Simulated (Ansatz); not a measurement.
# EuHg2: the cost of one run

Program: Ansatz 0.2.0. Level of theory: DFT LDA, with the methods named in each step. These are calculated values, not measurements.

## (1) The starting structure

The structure is hexagonal, space group P6/mmm (No. 191). The conventional cell has a = 4.970 Å, b = 4.970 Å, c = 3.705 Å, α = 90.00°, β = 90.00°, γ = 120.00°. Around Eu (site symmetry 6/mmm) lie 12 Hg at 3.42 Å and 2 Eu at 3.71 Å. Around Hg (site symmetry -6m2) lie 3 Hg at 2.87 Å and 6 Eu at 3.42 Å.

Structure file:

```cif
data_structure
_symmetry_space_group_name_H-M 'P 1'
_symmetry_Int_Tables_number 1
_cell_length_a 4.9700
_cell_length_b 4.9700
_cell_length_c 3.7050
_cell_angle_alpha 90.000
_cell_angle_beta 90.000
_cell_angle_gamma 120.000
_cell_volume 79.26
loop_
_atom_site_label
_atom_site_type_symbol
_atom_site_fract_x
_atom_site_fract_y
_atom_site_fract_z
_atom_site_occupancy
Eu1 Eu 0.00000 0.00000 0.00000 1
Hg1 Hg 0.33333 0.66667 0.50000 1
Hg2 Hg 0.66667 0.33333 0.50000 1
```

Atoms are numbered in the order of the input: Eu1, Hg2, Hg3.

## (2) Free moments, LAPW

input.yaml reads:

```yaml
crystal:
  lattice:
    - [4.97, 0.0, 0.0]
    - [-2.485, 4.3041462568, 0.0]
    - [0.0, 0.0, 3.705]
  atoms:
    - { symbol: Eu, position: [0.0, 0.0, 0.0], spin: 6.8 }
    - { symbol: Hg, position: [0.3333333333, 0.6666666667, 0.5] }
    - { symbol: Hg, position: [0.6666666667, 0.3333333333, 0.5] }
magnetization:
  spin_polarized: true
kpoints:
  mp_grid: { grid: [6, 6, 7] }
scf:
  occupations: { method: fermi_dirac, width: 0.05 }
hamiltonian:
  xc: lda
  pseudopotentials: { kind: all_electron, lapw: { basis_error: 0.001 } }
output:
  forces: true
  stress: true
  eigenvalues: false
  populations: true
  dos: { projected: true, de: 0.1, e_range: [-8, 5] }
```

Run with:

```
ansatz run input.yaml --threads 2 --pin off --max-ram 6144MiB --backend cpu --events-out ev --progress --plain --runs-dir out
```

What time and memory should one allow on 2 threads of Arm Neoverse V2, shared host?

About 54 s, with a peak of 0.73 GiB.
